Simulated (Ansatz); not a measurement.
**SiAsH₃ (quintet): wave-function methods side by side, cc-pVDZ**

Aim: climb from Hartree-Fock through coupled cluster and multireference methods for SiAsH₃ (quintet) at one geometry and basis, and see what each rung misses.

Computed with Ansatz 0.2.0, Gaussian basis. Level: cc-pVDZ, core rule «outside noble gas», up to 19 orbitals frozen.

To be run: UHF; CCSD(T) on ROHF; CCSD(T) on UHF; BCCD(T) on ROHF; CISD; CCSDT(Q) on ROHF; CCSDT(Q) on UHF; CASSCF and MRCISD+Q, 12 electrons in 11 orbitals; CASSCF and NEVPT2, 12 electrons in 11 orbitals.

22 further runs of the same task are left out: 8 that didn't finish, 14 set aside as unsound or not needed.

## Step 1: What is computed

The geometry is a PBE0/def2-TZVP stationary point (not a proven minimum) of the parent state, kept for this charge and spin. No spin-orbit coupling is included. The filled d shell of As may be among the frozen orbitals whatever the setting's name suggests; the logs give the count.

5 atoms, charge 0, spin multiplicity 5.

Atoms are counted from 1 here; the program's logs count them from 0.

Bond lengths: Si1–As2 2.358 Å, Si1–H3 1.494 Å, Si1–H4 1.494 Å, As2–H5 1.526 Å. Angles: As2–Si1–H3 110.1°, As2–Si1–H4 110.1°, H3–Si1–H4 107.4°, Si1–As2–H5 94.0°.

Coordinates:

| atom | x (Å) | y (Å) | z (Å) |
| --- | --- | --- | --- |
| Si1 | 0.0000 | -0.1182 | 1.6755 |
| As2 | 0.0000 | 0.0488 | -0.6764 |
| H3 | -1.2039 | 0.5635 | 2.2397 |
| H4 | 1.2039 | 0.5635 | 2.2397 |
| H5 | 0.0000 | -1.4623 | -0.8901 |

## Step 2: UHF

Contents of in.yaml:

```yaml
crystal:
  periodic: [false, false, false]
  atoms:
    - {symbol: Si, position_ang: [0.000000, -0.118182, 1.675460]}
    - {symbol: As, position_ang: [0.000000, 0.048814, -0.676359]}
    - {symbol: H, position_ang: [-1.203885, 0.563494, 2.239718]}
    - {symbol: H, position_ang: [1.203884, 0.563498, 2.239718]}
    - {symbol: H, position_ang: [0.000003, -1.462319, -0.890139]}
basis:
  gaussian: {orbitals: cc-pVDZ}
magnetization: {spin_polarized: true, initial_magnetization: 4}
hamiltonian: {xc: hf}
output: {orbitals: {seedname: orbitals}}
```

On the command line:

```bash
$ ansatz run in.yaml --threads 1 --pin off --events-out ev --progress --plain --max-ram 2393MiB
```

After this run come: CCSD(T) on ROHF; CCSD(T) on UHF; BCCD(T) on ROHF; CISD; CCSDT(Q) on ROHF; CCSDT(Q) on UHF; CASSCF and MRCISD+Q, 12 electrons in 11 orbitals; CASSCF and NEVPT2, 12 electrons in 11 orbitals.

Q: Predict the results of all the runs planned. Wanted: UCCSDT(Q) below the RHF energy; RMP2 from UCCSDT(Q); UMP2 from UCCSDT(Q); RCCSD from UCCSDT(Q); RCCSD(T) from UCCSDT(Q); UCCSD(T) from UCCSDT(Q); RCCSDT(Q) from UCCSDT(Q); NEVPT2 valence from UCCSDT(Q); MRCISD+Q valence from UCCSDT(Q).

As calculated:

```
                         quantity                      value
   UCCSDT(Q) below the RHF energy                 -5.9126 eV
              RMP2 from UCCSDT(Q)              +126.9 kJ/mol
              UMP2 from UCCSDT(Q)              +125.4 kJ/mol
             RCCSD from UCCSDT(Q)               +20.2 kJ/mol
          RCCSD(T) from UCCSDT(Q)                +5.4 kJ/mol
          UCCSD(T) from UCCSDT(Q)                +4.4 kJ/mol
         RCCSDT(Q) from UCCSDT(Q)                +1.0 kJ/mol
    NEVPT2 valence from UCCSDT(Q)              +114.5 kJ/mol
  MRCISD+Q valence from UCCSDT(Q)                +5.5 kJ/mol
levels within 1 kcal/mol (43 meV)  RCCSDT, UCCSDT, RCCSDT(Q)
                    T1 diagnostic                      0.034
   effectively unpaired electrons                       4.02
```

In words: RCCSD(T) misses by +5.4 kJ/mol, 0.9 % of the correlation energy. One determinant dominates. Of the multireference levels listed MRCISD+Q valence comes nearest in total energy (+5.5 kJ/mol), which doesn't show that its space is the better one. These misses are within one basis, not against nature; the frozen cores of restricted and unrestricted runs differ, which can shift their rows.
